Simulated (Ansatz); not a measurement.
**Al (Al (100), 1 layers): how the settings move a single-point run**

How sensitive is a single-point run of Al (Al (100), 1 layers) to its settings? A reference run comes first, then one run with altered input.

Computed with Ansatz 0.2.0 (reference: DFT, PBE, all-electron LAPW, scalar-relativistic, unless a step's input says otherwise).

## (1) The system as given

Symmetry: P4/mmm, No. 123, tetragonal system. The conventional cell has a = 2.857 Å, b = 2.857 Å, c = 16.000 Å, α = 90.00°, β = 90.00°, γ = 90.00°. Al (site symmetry 4/mmm) has 4 Al at 2.86 Å as nearest neighbours.

As a file:

```xyz
1
Lattice="2.8575 0.0000 0.0000 0.0000 2.8575 0.0000 0.0000 0.0000 16.0000" Properties=species:S:1:pos:R:3 pbc="T T T"
Al    0.0000    0.0000    8.0000
```

## (2) The reference run

Contents of input.yaml:

```yaml
crystal:
  lattice:
    - [2.8574853682, 0.0, 0.0]
    - [0.0, 2.8574853682, 0.0]
    - [0.0, 0.0, 16.0]
  atoms:
    - { symbol: Al, position: [0.0, 0.0, 0.5] }
kpoints:
  mp_grid: { grid: [14, 14, 1] }
scf:
  occupations: { method: fermi_dirac, width: 0.08 }
hamiltonian:
  xc: pbe
  pseudopotentials: { kind: all_electron, lapw: { basis_error: 0.001 } }
output:
  forces: true
  stress: true
  eigenvalues: true
  populations: true
  dos: { projected: true, de: 0.2, e_range: [-14, 8] }
efield:
  axis: 3
  amplitude: 0
  dipole_correction: true
```

On the command line:

```bash
> ansatz run input.yaml --threads 1 --pin off --max-ram 3584MiB --backend cpu --events-out ev --progress --plain --runs-dir out
```

From the output:

```text
[...]
Basis set: ecut = 130.77090837948847 eV, 449 PW (Γ), exchange–correlation at level 2
[...]
k-points: 36 of 196
[...]
SCF iter   1: F=—  HF=-6606.511481 eV  |F-HF|=—  |Δ(HF+E_count)|=         —  Δρ=8.41e-3  dr2=2.46e-1  ethr=2.22e-3  p=-0.000 e·Å  D=-2.29e-15 V/Å  ΔV_dip=0.00 eV  dr2_dipole=6.96e-30  V_vac-E_F(+/−)=5.23/5.23 eV  ⟨swp⟩=3.2  Hψ=2487  notcnv=0
[...]
preconditioner: auto → LDOS  [metal: Δε(μ)=0.074 eV  Ē_g=8.061 eV  σ=0.080 eV  W_gap=0.22  n_scr=8 (ndim 8)  ℏωp=5.6 eV  f_vac=0.680  D(μ)=0.95/eV (n_scr^D=4)  β→1.0]
[...]
SCF iter   2: F=—  HF=-6606.421710 eV  |F-HF|=—  |Δ(HF+E_count)|=   8.98e-2  Δρ=2.88e-3  dr2=1.03e-2  ethr=9.44e-5  p=0.000 e·Å  D=8.12e-14 V/Å  ΔV_dip=-0.00 eV  dr2_dipole=6.19e-26  V_vac-E_F(+/−)=4.53/4.53 eV  ⟨swp⟩=2.0  Hψ=1884  notcnv=0
[...]
SCF iter   5: F=—  HF=-6606.433193 eV  |F-HF|=—  |Δ(HF+E_count)|=   6.88e-5  Δρ=6.83e-5  dr2=4.64e-6  ethr=1.77e-7  p=-0.000 e·Å  D=-9.86e-8 V/Å  ΔV_dip=0.00 eV  dr2_dipole=7.30e-14  V_vac-E_F(+/−)=4.24/4.24 eV  ⟨swp⟩=2.9  Hψ=941  notcnv=0
SCF iter   6: F=-6606.433209 eV  HF=-6606.433209 eV  |F-HF|=1.15e-7  |Δ(HF+E_count)|=   1.60e-5  Δρ=5.33e-6  dr2=3.57e-8  ethr=4.22e-8  p=-0.000 e·Å  D=-3.51e-8 V/Å  ΔV_dip=0.00 eV  dr2_dipole=3.94e-18  V_vac-E_F(+/−)=4.24/4.24 eV  ⟨swp⟩=3.0  Hψ=974  notcnv=0
[...]
SCF converged after 6 iterations
Free energy (F): -6606.433209 eV
[...]
E sigma→0 (E₀):  -6606.423895 eV
[...]
Fermi energy:    -2.336256 eV
Dipole field:    D = -0.000000 V/Å  (p = -0.000000 e·Å, saw-weighted, corrected)
[...]
  P = ⅓ Tr σ = -1.1887 GPa (-11.887 kbar)
[...]
```

It took 4.5 s on 1 thread of Arm Neoverse V2, shared host; peak memory 0.24 GiB.

## (3) Variant: symmetry.detect false

input.yaml: that of step 2 with these lines changed.

```diff
@@ -7,2 +7,3 @@
     - { symbol: Al, position: [0.0, 0.0, 0.5] }
+  symmetry: { detect: false }
 kpoints:
@@ -19,3 +20,2 @@
   populations: true
-  dos: { projected: true, de: 0.2, e_range: [-14, 8] }
 efield:
```

On the command line:

```bash
> ansatz run input.yaml --threads 1 --pin off --max-ram 3584MiB --backend cpu --events-out ev --progress --plain --runs-dir out
```

Standard output:

```text
Al: projections on atomic orbitals take those of the free atom 1s2 2s2 2p6 3s2 3p1, of charge +0.00 (hamiltonian.pseudopotentials.projection_atoms)
LAPW: plane waves up to 5.859 Å⁻¹, error target 1.0e-3 eV per atom; small_component_spin mean_spin; Al in spheres of 1.429 Å, 11 of its electrons in bands, Dirac shells []
Engine: ansatz 0.2.0
Pseudopotentials: kind: all_electron
Pseudopotential: Al, LAPW, valence charge 11, Koelling and Harmon's equation, gaussian nucleus
Functional definition: PBE
  parameter kappa = 0.804
  parameter beta = 0.06672455060314922
  exchange = pbe_x(kappa = kappa, mu = beta*pi^2/3)
  correlation = pbe_c(beta = beta)
Crystal: 1 atoms, lattice volume = 130.644 Å³
Basis set: ecut = 130.77090837948847 eV, 449 PW (Γ), exchange–correlation at level 2
Bands: 10, of which v1, the nominal top of the filled ones, is band 6 counted from 1 (5 counted from 0)
Symmetry: 1 space group operations
k-points: 100 of 196 (time reversal used)
Non-local potential: Al, projectors of the file, none
Initial density: superposition of atomic densities (neutral atoms: chi_scale 0, normalization atom)
Initial wavefunctions: plane waves of lowest kinetic energy (no species holds an atomic orbital)
Functional: x = pbe(κ = 0.804, μ = 0.2195149727645171), c = pbe(β = 0.06672455060314922)
iter 1 solved again at ethr=2.22e-3 eV; its pass at ethr=1.00e-1 eV (dr2=2.44e-1 eV) is discarded
SCF iter   1: F=—  HF=-6606.511481 eV  |F-HF|=—  |Δ(HF+E_count)|=         —  Δρ=8.41e-3  dr2=2.46e-1  ethr=2.22e-3  p=-0.000 e·Å  D=-2.29e-15 V/Å  ΔV_dip=0.00 eV  dr2_dipole=4.32e-30  V_vac-E_F(+/−)=5.23/5.23 eV  ⟨swp⟩=3.2  Hψ=6909  notcnv=0
efield: sawtooth ramp at fractional position 0.9500 (placed from the atoms, in the widest stretch of the axis that holds none; the zero of the levels goes with the place), width 0.1000; the density the first Hamiltonian is built on has a dipole p = -0.000 e·Å; the dipole correction subtracts the counter field D = -1.23e-16 V/Å, which shifts the + side's vacuum level by +0.00 eV against the − side's; the planar-averaged density in the ramp window peaks in size at 3.3e-6 e/Å³
preconditioner: auto → LDOS  [metal: Δε(μ)=0.074 eV  Ē_g=8.061 eV  σ=0.080 eV  W_gap=0.22  n_scr=8 (ndim 8)  ℏωp=5.6 eV  f_vac=0.680  D(μ)=0.95/eV (n_scr^D=4)  β→1.0]
iter 2 solved again at ethr=9.44e-5 eV; its pass at ethr=2.22e-3 eV (dr2=1.04e-2 eV) is discarded
SCF iter   2: F=—  HF=-6606.421710 eV  |F-HF|=—  |Δ(HF+E_count)|=   8.98e-2  Δρ=2.88e-3  dr2=1.03e-2  ethr=9.44e-5  p=0.000 e·Å  D=6.73e-14 V/Å  ΔV_dip=-0.00 eV  dr2_dipole=4.16e-26  V_vac-E_F(+/−)=4.53/4.53 eV  ⟨swp⟩=2.0  Hψ=5245  notcnv=0
SCF iter   3: F=—  HF=-6606.432965 eV  |F-HF|=—  |Δ(HF+E_count)|=         —  Δρ=4.86e-4  dr2=7.64e-4  ethr=9.36e-5  p=-0.000 e·Å  D=-8.44e-12 V/Å  ΔV_dip=0.00 eV  dr2_dipole=5.32e-22  V_vac-E_F(+/−)=4.33/4.33 eV  ⟨swp⟩=3.0  Hψ=3109  notcnv=0
the basis was enlarged: its passes take 52.4 KiB over the memory plan, 1 of 1 planned eigensolver slots
SCF iter   4: F=—  HF=-6606.433262 eV  |F-HF|=—  |Δ(HF+E_count)|=   2.97e-4  Δρ=7.88e-5  dr2=1.94e-5  ethr=6.94e-6  p=0.000 e·Å  D=1.11e-9 V/Å  ΔV_dip=-0.00 eV  dr2_dipole=9.31e-18  V_vac-E_F(+/−)=4.25/4.25 eV  ⟨swp⟩=3.0  Hψ=2687  notcnv=0
SCF iter   5: F=—  HF=-6606.433193 eV  |F-HF|=—  |Δ(HF+E_count)|=   6.87e-5  Δρ=6.83e-5  dr2=4.64e-6  ethr=1.77e-7  p=-0.000 e·Å  D=-8.15e-8 V/Å  ΔV_dip=0.00 eV  dr2_dipole=4.99e-14  V_vac-E_F(+/−)=4.24/4.24 eV  ⟨swp⟩=2.9  Hψ=2614  notcnv=0
SCF iter   6: F=-6606.433209 eV  HF=-6606.433209 eV  |F-HF|=1.15e-7  |Δ(HF+E_count)|=   1.60e-5  Δρ=5.33e-6  dr2=3.57e-8  ethr=4.22e-8  p=-0.000 e·Å  D=-2.90e-8 V/Å  ΔV_dip=0.00 eV  dr2_dipole=2.61e-18  V_vac-E_F(+/−)=4.24/4.24 eV  ⟨swp⟩=3.0  Hψ=2694  notcnv=0
SCF 1 converged in 6 iterations: F = -6606.433209 eV  dr2 = 3.57e-8
SCF converged after 6 iterations
Free energy (F): -6606.433209 eV
Harris-Foulkes:  -6606.433209 eV  (|F-HF|=1.15e-7)
Internal energy: -6606.414581 eV  (E = F + TS)
E sigma→0 (E₀):  -6606.423895 eV
Entropy (-TS):   -0.018628 eV (-18.628 meV/atom)
Fermi energy:    -2.336257 eV
Dipole field:    D = -0.000000 V/Å  (p = -0.000000 e·Å, saw-weighted, corrected)
Work function:   Φ+ = 4.2373 eV   Φ− = 4.2373 eV
Levels:          The Fermi level and band energies are counted from a zero that moves with the ramp; work functions are not
--- Per-component energies (eV) ---
  E_band       = -633.752544
  E_kinetic    = 6617.406848
  E_xc         = -504.125948
  E_efield     = 0.000000  (sawtooth field / dipole correction)
  E_electrostatic = -12719.695481  (all electrons and nuclei)
  E_smearing   = -0.018628  (= −TS)
  E_closure    = 0.000000  (closes the sum)
  E_atoms      = -6603.782923  (free atoms, spherical and without spin; not in F)
  Σ components = -6606.433209   (vs F -6606.433209, Δ=0.00e0)
  Basis errors (estimates in eV, not in F): energy 4.8e-4 per atom: plane waves 4.5e-4 (2.7e-4 summed), levels above the bands 2.1e-35, relativity 2.0e-8, radial functions 3.5e-5, core shells 3.9e-13; eigenvalues (radial functions only) 1.3e-6; not estimated: angular momenta, meshes, grids; target (lapw.basis_error) 1.0e-3; muffin-tin radii Al 1.429 Å
--- Forces (eV/Å), atoms counted from 1 ---
  atom   1  Al    -0.00000000     0.00000000     0.00000003
  max |Σ_I F_I| component: 2.79e-8 eV/Å
--- Stress (GPa, compression-positive) ---
       -1.783477      -0.000000       0.000000
       -0.000000      -1.783477      -0.000000
        0.000000      -0.000000       0.000964
  P = ⅓ Tr σ = -1.1887 GPa (-11.887 kbar)
--- Band table (eV; the first three rows and the last of 100) ---
  k-point 0: bands = ["-106.0534", "-67.5715", "-67.4924", "-67.4924", "-9.5380", "-3.4990", "0.7232", "1.8612", "2.1843", "4.3532"]
  k-point 1: bands = ["-106.0533", "-67.5715", "-67.4930", "-67.4924", "-9.4466", "-3.4115", "0.8152", "1.9540", "2.2765", "4.4450"]
  k-point 2: bands = ["-106.0532", "-67.5714", "-67.4946", "-67.4923", "-9.1730", "-3.1496", "1.0866", "2.2320", "2.5298", "2.9456"]
  k-point 99: bands = ["-106.0516", "-67.5698", "-67.5027", "-67.5027", "-1.6185", "-1.6185", "-0.7297", "1.2845", "3.2890", "5.3989"]
--- Löwdin populations: 1 site ---
  site symbol       q [e]
     0     Al     12.9641
  spilling = 0.002763 (of n_electrons = 13.000000)
```

Wall time 11 s (1 thread of Arm Neoverse V2, shared host); peak memory 0.33 GiB.

Energy and cycle count are those of the reference, so the change (use of symmetry) left the result and the number of cycles as they were.

## (4) Side by side

```
                     run     ending  energy change  gap (eV)  force (eV/Å)  cycles   time
               reference  converged              0      0.00          0.00       6  4.5 s
1: symmetry.detect false  converged   0.0 meV/atom      0.00          0.00       6   11 s
```

Times don't compare one to one where runs were asked for different outputs or read a saved state (see the inputs); cycles may leave out searches for a lower state.

Residual by cycle in the longest SCF loop of each run; runs are numbered as in the table. The quantity is the density residual dr2, in eV.

```
cycle  reference   run 1
    1      0.246   0.246
    2     0.0103  0.0103
    3     7.6e-4  7.6e-4
    4     1.9e-5  1.9e-5
    5     4.6e-6  4.6e-6
    6     3.6e-8  3.6e-8
```

What this shows: Energy and cycle count are those of the reference, so the change (use of symmetry) left the result and the number of cycles as they were.
